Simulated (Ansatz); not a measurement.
# C2H5BO (SMILES B1CCO1): HSE06/def2-SVP

Aim: the electronic atomisation energy of C2H5BO at HSE06/def2-SVP, from 5 runs. 

The results are computed with Ansatz 0.2.0.

68 further runs of the same task are left out: 68 set aside as unsound or not needed.

## Step 1: Starting point

The species is C2H5BO (9 atoms), meant as a singlet with charge 0. As SMILES, `B1CCO1`. The coordinates come from a PBE0-D4/def2-TZVP relaxation.

Bond lengths: B1–C2 1.580 Å, C2–C3 1.533 Å, B1–O4 1.364 Å, C3–O4 1.455 Å, B1–H5 1.195 Å, C2–H6 1.091 Å, C2–H7 1.091 Å, C3–H8 1.092 Å, C3–H9 1.092 Å. Some angles: B1–C2–C3 80.2°, C2–B1–O4 95.4°, C2–C3–O4 93.7°, B1–O4–C3 90.7°, B1–C2–H6 117.4°, B1–C2–H7 117.4°, C3–C2–H6 115.4°, C3–C2–H7 115.4°, C2–B1–H5 139.9°, O4–B1–H5 124.7°.

## Step 2: A single-point energy at HSE06/def2-SVP

File input.yaml:

```yaml
crystal:
  periodic: [false, false, false]
  atoms:
    - {symbol: B, position_ang: [-0.402600, 0.301700, -1.082000]}
    - {symbol: C, position_ang: [0.506000, 0.617000, 0.171000]}
    - {symbol: C, position_ang: [-0.098600, -0.719600, 0.617700]}
    - {symbol: O, position_ang: [-0.884800, -0.878500, -0.596200]}
    - {symbol: H, position_ang: [-0.697000, 0.772800, -2.139500]}
    - {symbol: H, position_ang: [0.236300, 1.479000, 0.782200]}
    - {symbol: H, position_ang: [1.586200, 0.614100, 0.021000]}
    - {symbol: H, position_ang: [-0.757600, -0.681300, 1.487200]}
    - {symbol: H, position_ang: [0.600600, -1.551500, 0.721500]}
basis:
  gaussian:
    orbitals: def2-SVP
hamiltonian:
  xc: {name: HSE06}
accuracy: high
output: {orbitals: {seedname: orbitals}}
```

Started as:

```console
ansatz run input.yaml --threads 1 --pin off --max-ram 3480MiB --events-out events.jsonl --progress --plain --runs-dir runs
```

Log:

```text
Warning: RAYON_NUM_THREADS=1 ignored (pool sized by the plan → 1); use --threads N
Functional definition: HSE06
  name "HSE06"
  parameter a = 0.25
  parameter omega = 0.11/bohr
  exchange = pbe_x - a*pbe_x_sr(omega) + a*exact_x_sr(omega)
  correlation = pbe_c
1978 factors; integrals over basis functions are off by at most 3.5e-9 eV
90 factors; integrals over basis functions are off by at most 2.0e-9 eV
mean field evaluation 1: about -4864.3886 eV, gradient 4.6e1 eV
mean field evaluation 2: about -4860.7530 eV, gradient 6.3e1 eV
mean field evaluation 4: about -4869.3806 eV, gradient 3.3e0 eV
mean field evaluation 8: about -4869.4049 eV, gradient 1.9e-1 eV
mean field evaluation 16: about -4869.4050 eV, gradient 2.3e-6 eV
mean field -4869.40498468 eV, -178.9473325856 hartree, gradient 3.6e-8 eV, S^2 0.000000; 0 other end points of the search recorded, 0 dependent functions left out
reference -4869.40498777 eV, -178.9473326993 hartree; 15, 15 occupied and 66, 66 virtual orbitals, 1978 factors
Total energy: -4869.40498777 eV, -178.9473326993 hartree
```

Run time: 5.4 s. Hardware: 1 thread of Arm Neoverse V2, shared host; peak memory 0.25 GiB.

## Step 3: The B atom at the same level

File molecule.yaml:

```yaml
crystal:
  periodic: [false, false, false]
  atoms:
    - symbol: B
      position_ang: [0.000000, 0.000000, 0.000000]
basis:
  gaussian:
    orbitals: def2-SVP
total_charge: 0
hamiltonian:
  xc: {name: HSE06}
accuracy: high
magnetization:
  spin_polarized: true
  initial_magnetization: 1
```

Run the same way, it converges to -24.58735 Eh (log not shown).

## Step 4: The C atom, same level

File in.yaml:

```yaml
crystal:
  periodic: [false, false, false]
  atoms:
    - {symbol: C, position_ang: [0.000000, 0.000000, 0.000000]}
basis:
  gaussian:
    orbitals: def2-SVP
magnetization:
  spin_polarized: true
  initial_magnetization: 2
hamiltonian:
  xc: hse06
accuracy: high
```

Started as:

```console
ansatz run in.yaml --threads 1 --pin off --max-ram 3480MiB --events-out events.jsonl --progress --plain --runs-dir runs
```

Log:

```text
Warning: RAYON_NUM_THREADS=1 ignored (pool sized by the plan → 1); use --threads N
Functional definition: HSE06
  name "HSE06"
  parameter a = 0.25
  parameter omega = 0.11/bohr
  exchange = pbe_x - a*pbe_x_sr(omega) + a*exact_x_sr(omega)
  correlation = pbe_c
95 factors; integrals over basis functions are off by at most 1.9e-9 eV
35 factors; integrals over basis functions are off by at most 6.3e-10 eV
mean field evaluation 1: about -1027.3777 eV, gradient 3.6e0 eV
mean field evaluation 2: about -1027.4491 eV, gradient 9.5e-1 eV
mean field evaluation 4: about -1027.4560 eV, gradient 3.4e-3 eV
mean field evaluation 8: about -1027.4557 eV, gradient 7.7e-6 eV
mean field -1027.45565039 eV, -37.7582987175 hartree, gradient 3.6e-8 eV, S^2 2.002421; 0 other end points of the search recorded, 0 dependent functions left out
reference -1027.45565193 eV, -37.7582987739 hartree; 4, 2 occupied and 10, 12 virtual orbitals, 95 factors
Total energy: -1027.45565193 eV, -37.7582987739 hartree
```

Run time: 0.36 s. Hardware: 1 thread of Arm Neoverse V2, shared host.

## Step 5: The H atom, same level

File job.yaml:

```yaml
crystal:
  periodic: [false, false, false]
  atoms:
    - symbol: H
      position_ang: [0.000000, 0.000000, 0.000000]
basis:
  gaussian: {orbitals: def2-SVP}
magnetization: {spin_polarized: true, initial_magnetization: 1}
hamiltonian: {xc: {name: HSE06}}
accuracy: high
```

Run the same way, it converges to -0.50000 Eh (log not shown).

## Step 6: The O atom at the same level

File run.yaml:

```yaml
crystal:
  periodic: [false, false, false]
  atoms:
    - symbol: O
      position_ang: [0.000000, 0.000000, 0.000000]
basis:
  gaussian: {orbitals: def2-SVP}
magnetization: {spin_polarized: true, initial_magnetization: 2}
hamiltonian: {xc: {name: HSE06}}
accuracy: high
```

Run the same way, it converges to -74.92159 Eh (log not shown).

## Step 7: Summary of results

Level: HSE06/def2-SVP.

```
                     quantity          value
       molecule: total energy  -178.94733 Eh
        molecule: HOMO energy       -7.89 eV
        molecule: LUMO energy       -0.30 eV
      molecule: HOMO–LUMO gap        7.59 eV
         B atom: total energy   -24.58735 Eh
                 B atom: ⟨S²⟩          0.752
         C atom: total energy   -37.75830 Eh
                 C atom: ⟨S²⟩          2.002
         H atom: total energy    -0.50000 Eh
                 H atom: ⟨S²⟩          0.750
         O atom: total energy   -74.92159 Eh
                 O atom: ⟨S²⟩          2.002
electronic atomisation energy      38.688 eV
```

Taking the molecule apart into free atoms costs 38.69 eV (892 kcal/mol), before zero-point energy and without spin-orbit coupling.
